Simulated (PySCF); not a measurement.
# Yb(NH2)3: other functionals and bases at one geometry

An exercise on one series of results from a longer session: the logs are not shown, and one member is left open.

The runs use PySCF 2.14.0; several levels, as the steps say, no spin–orbit coupling.

5 further runs of the same task are left out: 2 for a known fault of the program, 3 that didn't finish.

## Starting geometry

10 atoms, charge 0, spin multiplicity 1.

Bond lengths: Yb1–N2 2.139 Å, Yb1–N5 2.141 Å, Yb1–N8 2.140 Å, N2–H3 1.031 Å, N2–H4 1.031 Å, N5–H6 1.031 Å, N5–H7 1.031 Å, N8–H9 1.031 Å, N8–H10 1.031 Å. Angles: N2–Yb1–N5 120.4°, N2–Yb1–N8 119.5°, N5–Yb1–N8 120.1°, Yb1–N2–H3 128.3°, Yb1–N2–H4 126.6°, H3–N2–H4 105.1°, Yb1–N5–H6 127.2°, Yb1–N5–H7 127.8°, H6–N5–H7 105.0°, Yb1–N8–H9 127.6°, Yb1–N8–H10 127.4°, H9–N8–H10 105.0°.

As a file:

```mol
H6N3Yb
  3D, bonds by distance, orders not assigned

 10  9  0  0  0  0  0  0  0  0999 V2000
   -0.0039    0.0105   -0.0376 Yb  0  0
    2.1262    0.0040   -0.2354 N   0  0
    2.7696    0.8092   -0.2423 H   0  0
    2.7325   -0.8249   -0.3235 H   0  0
   -1.0634    1.8539    0.2163 N   0  0
   -2.0776    1.9758    0.3564 H   0  0
   -0.6745    2.8082    0.2417 H   0  0
   -1.0638   -1.8483   -0.0032 N   0  0
   -2.0780   -1.9921    0.1112 H   0  0
   -0.6671   -2.7961   -0.0835 H   0  0
  1  2  8  0
  1  5  8  0
  1  8  8  0
  2  3  8  0
  2  4  8  0
  5  6  8  0
  5  7  8  0
  8  9  8  0
  8 10  8  0
M  END
```

Formal oxidation states: Yb +3. Each metal's 13 4f electrons lie in its core potential, so multiplicities, spins and levels count the valence alone. An earlier session relaxed this geometry at BP86, Yb lcecp-1-SVP with ECP59, N def2-SVP, H def2-SVP (singlet, point group Cs).

At BP86 on the finer grid: E = -207.308342 Eh, HOMO -4.89 eV, LUMO -1.83 eV, Mulliken charge on Yb1 +0.70 e, largest force component 0.016 eV/Å. 

Levels to run: r2SCAN; wB97X; PBE0; PBE; BP86, TZVP. Hardware: 2 threads of Arm Neoverse V1, shared host.

Set-up of the first run:

File run.py (the lines that set the calculation):

```python
mol = gto.M(atom='''
Yb    -0.00390     0.01047    -0.03758
N      2.12623     0.00396    -0.23541
H      2.76964     0.80916    -0.24230
H      2.73247    -0.82494    -0.32348
N     -1.06335     1.85388     0.21627
H     -2.07758     1.97579     0.35641
H     -0.67454     2.80818     0.24165
N     -1.06382    -1.84828    -0.00319
H     -2.07803    -1.99211     0.11117
H     -0.66712    -2.79610    -0.08354''',
    basis={'Yb': 'lcecp-1-SVP', 'N': 'def2-SVP', 'H': 'def2-SVP'},
    ecp={'Yb': 'lcecp-1-SVP'},
    charge=0, spin=0)
mf = dft.RKS(mol, xc='R2SCAN')
mf.grids.atom_grid = (75, 302)  # f atoms: unpruned, at least (60, 302)
mf = mf.density_fit()  # fitting sets: Yb AutoAux, N def2-universal-JKFIT, H def2-universal-JKFIT
mf.conv_tol = 1e-08; mf.max_cycle = 55
mf.kernel(dm0)  # dm0: the density of the relaxed state
```

Command:

```
$ OMP_NUM_THREADS=2 python run.py
```

Among the steps run: r2SCAN; wB97X; PBE0; PBE; BP86, TZVP.

One of the session's tables, all rows but one given; the rest of the session is left out.

```
              level  HOMO (eV)  gap (eV)  charge on Yb1 (e)  dipole (D)  largest force component (eV/Å)
BP86 (relaxed here)      -4.89      3.06               0.70        0.08                            0.02
             r2SCAN      -5.06      3.64               0.87        0.08                            0.37
              wB97X      -8.65      9.20               0.90        0.09                            0.53
               PBE0      -6.14      5.07               0.90        0.08                            0.45
                PBE          ?         ?                  ?           ?                               ?
         BP86, TZVP      -5.10      3.21               1.47        0.09                            0.48
```

Estimate the missing values for PBE.

**Answer.** HOMO (eV): -4.78; gap (eV): 2.99; charge on Yb1 (e): 0.69; dipole (D): 0.07; largest force component (eV/Å): 0.06. In the column «HOMO (eV)» it is the highest.

In one basis the HOMO–LUMO gap runs from 2.99 eV (PBE) to 9.20 eV (wB97X). The largest leftover force, 0.53 eV/Å with wB97X, stands at a geometry relaxed at another level. With 4f in the core, its levels are missing from HOMO and gap, and its count is fixed, so no charge can pass from the ligands into it. Total energies of different levels can't be compared.
